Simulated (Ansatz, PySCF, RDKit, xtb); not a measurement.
# C6H9NO: which of the isomers drawn lies lowest?

A sample of isomers of C6H9NO is drawn. Aim: find which of them has the lowest free energy at 298.15 K, then its properties. The sample is small against all isomers, and the most stable one of this formula need not be in it.

Plan: many cheap relaxations first (GFN2-xTB), then density-functional screening, relaxation at PBE-D3(BJ)/def2-SVP, vibrations (at GFN2-xTB) and a final energy. The numbers are computed, not measured.

## 1. Candidates

Isomers were taken from a list of plausible structures; this is a sample, not all of them. That gives 4 candidates.

| label | SMILES | spin |
| --- | --- | --- |
| c300 | C#CCC/N=C(\C)O | singlet |
| c429 | C#CCCNC(C)=O | singlet |
| c554 | C#CCCNC(=C)O | singlet |
| c671 | C#CCC/N=C(/C)O | singlet |

Candidates are built by distance geometry, with a force field where one applies, in up to four conformers (letters a to d).

Q: Predict the outcome of this search (final energies at CCSD(T)/def2-SVP + MP2/def2-TZVPP - MP2/def2-SVP).

| quantity | value |
| --- | --- |
| lowest structure found | C#CCCNC(C)=O, singlet |
| next finalist | C#CCC/N=C(\C)O, singlet, 12.9 kcal/mol higher in G |
| share at equilibrium, among the finalists | 100.0 % |
| dipole moment (PBE0/def2-SVPD) | 3.16 D |
| HOMO energy (PBE0/def2-SVPD) | -7.38 eV |
| LUMO energy (PBE0/def2-SVPD) | 0.35 eV |
| HOMO–LUMO gap (PBE0/def2-SVPD) | 7.73 eV |
| lowest excitation (TD-PBE0/def2-SVPD) | 5.67 eV (f = 0.001) |
| strongest of the states computed, same level | 7.01 eV (f = 0.199) |
| lowest triplet excitation, same level, Tamm-Dancoff | 5.14 eV |
| vertical ionisation energy | 9.20 eV |
| vertical electron affinity | -1.46 eV (unbound: the value depends on the basis) |
| vertical triplet less singlet | +5.15 eV |

`C#CCCNC(C)=O` comes out lowest. The margin of 12.9 kcal/mol over the next finalist is beyond the usual error of the last level; it says nothing of structures that weren't ranked. With 6 minima in the window unscreened, the next finalist need not be the second lowest, and margin and share hold for the finalists alone. GFN2-xTB, HF/STO-3G, r2SCAN-D4/def2-SVP, PBE-D3(BJ)/def2-SVP, HF/def2-SVP and MP2/def2-SVP already put its bonding pattern lowest among the structures in one piece. 6 minima inside the window were never screened. The search is not exhaustive (a finite list of starts, one conformer a finalist), so a lower isomer can't be ruled out. Only 4 drawn patterns were tried, so whole families of isomers are missing, and the result ranks only the part of this sample that was screened.
